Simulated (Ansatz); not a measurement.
## B2H4Se, SMILES BB[SeH]: a rigid scan of one bond length, step by step

Program: Ansatz 0.2.0, Python API.

The cells in order, each with its output:

In [1]:
```python
from dataclasses import dataclass

import ansatz as az
from ase import Atoms
import numpy as np
```

In [2]:
```python
@dataclass
class RunConfig:
    basis: str = "def2-SVP"
    method: str = "MP2"
```

In [3]:
```python
opts = RunConfig()
```

In [4]:
```python
atoms = Atoms(["B", "B", "Se", "H", "H", "H", "H"], positions=[
    (-0.9904, 0.33, -0.5267),
    (0.1556, 0.2069, 0.5919),
    (1.1054, -1.5366, 0.7614),
    (-1.247, -0.5225, -1.2426),
    (-1.6089, 1.3954, -0.6636),
    (0.4422, 1.1358, 1.2888),
    (2.2043, -1.077, -0.255),
])
geometry = az.Crystal.molecule_from_ase(atoms)
```

In [5]:
```python
symbols = [site.symbol for site in geometry.cartesian_sites]
start = np.array([site.position_ang for site in geometry.cartesian_sites])
axis = (start[4] - start[0]) / np.linalg.norm(start[4] - start[0])
moving = [4]
lengths, energies = [1.091, 1.14, 1.19, 1.24, 1.289, 1.339, 1.388, 1.463], []
for length in lengths:
    xyz = start.copy()
    xyz[moving] += (length - np.linalg.norm(start[4] - start[0])) * axis
    point = az.Crystal.molecule()
    for symbol, place in zip(symbols, xyz):
        point = point.atom(symbol, place.tolist())
    calc = (
        point.calculation()
        .basis(gaussian=opts.basis)
        .correlation(opts.method)  # correlation on top of the mean field
    )
    r = calc.run(threads=1).report
    energies.append(r["free_energy_ev"])
    print(f"r = {length:6.3f} A  E = {energies[-1]:.5f} eV  <S^2> = {abs(r['mean_field']['state']['spin_squared']):.3f}")

# quartic fit about the minimum
fit = np.polynomial.Polynomial.fit(lengths, np.array(energies) - min(energies), 4).convert()
roots = [r.real for r in fit.deriv().roots() if abs(r.imag) < 1e-9 and fit.deriv(2)(r.real) > 0]
r_e = min(roots, key=lambda r: abs(r - lengths[int(np.argmin(energies))]))
print(f"minimum of the fit at {r_e:.4f} A, force constant {fit.deriv(2)(r_e):.2f} eV/A^2")
```
```text
r =  1.091 A  E = -66709.15048 eV  <S^2> = 0.000
r =  1.140 A  E = -66709.28813 eV  <S^2> = 0.000
r =  1.190 A  E = -66709.34621 eV  <S^2> = 0.000
r =  1.240 A  E = -66709.33857 eV  <S^2> = 0.000
r =  1.289 A  E = -66709.28104 eV  <S^2> = 0.000
r =  1.339 A  E = -66709.18261 eV  <S^2> = 0.000
r =  1.388 A  E = -66709.05611 eV  <S^2> = 0.000
r =  1.463 A  E = -66708.82073 eV  <S^2> = 0.000
minimum of the fit at 1.2081 A, force constant 24.15 eV/A^2
```

Reading the output:
- Total energies depend on the basis set; only differences at equal settings carry meaning.
- The rest of the molecule is held rigid at a force-field or estimated start geometry, and the basis set is modest; single-reference methods fail as a bond breaks.
- The orbitals are restricted, so S² is zero by construction.
- S² is that of the Hartree-Fock reference.
- Timing: 14 s on 1 thread of Arm Neoverse V1 (shared host), peak memory 0.21 GiB.
